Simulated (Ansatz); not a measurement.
# MnZn3: the cost of one run

Computed with Ansatz 0.2.0 (DFT PBEsol, with the methods named in each step, unless a step's input says otherwise).

### 1 The structure to begin with

Symmetry: Pm-3m, No. 221, cubic system. The conventional cell has a = 3.860 Å, b = 3.860 Å, c = 3.860 Å, α = 90.00°, β = 90.00°, γ = 90.00°. Around Mn (site symmetry m-3m) lie 12 Zn at 2.73 Å. Zn (site symmetry 4/mmm) has 4 Mn at 2.73 Å and 8 Zn at 2.73 Å as nearest neighbours.

Structure file:

```
CELL_PARAMETERS angstrom
3.86000 0.00000 0.00000
0.00000 3.86000 0.00000
0.00000 0.00000 3.86000
ATOMIC_POSITIONS crystal
Mn 0.00000 0.00000 0.00000
Zn 0.00000 0.50000 0.50000
Zn 0.50000 0.00000 0.50000
Zn 0.50000 0.50000 0.00000
```

Atoms are numbered in the order of the input: Mn1, Zn2, Zn3, Zn4.

### 2 Free moments, LAPW

The input, input.yaml:

```yaml
crystal:
  lattice:
    - [3.86, 0.0, 0.0]
    - [0.0, 3.86, 0.0]
    - [0.0, 0.0, 3.86]
  atoms:
    - { symbol: Mn, position: [0.0, 0.0, 0.0], spin: 4.0 }
    - { symbol: Zn, position: [0.0, 0.5, 0.5] }
    - { symbol: Zn, position: [0.5, 0.0, 0.5] }
    - { symbol: Zn, position: [0.5, 0.5, 0.0] }
magnetization:
  spin_polarized: true
kpoints:
  mp_grid: { grid: [7, 7, 7] }
scf:
  occupations: { method: fermi_dirac, width: 0.03 }
hamiltonian:
  xc: pbesol
  pseudopotentials: { kind: all_electron, lapw: { basis_error: 0.001 } }
output:
  forces: true
  stress: true
  eigenvalues: false
  populations: true
```

Run with:

```
$ ansatz run input.yaml --threads 2 --pin off --max-ram 6144MiB --backend cpu --events-out ev --progress --plain --runs-dir out
```

Q: Estimate wall time and peak memory on 2 threads of Arm Neoverse V2, shared host.

About 17 s, with a peak of 0.56 GiB.
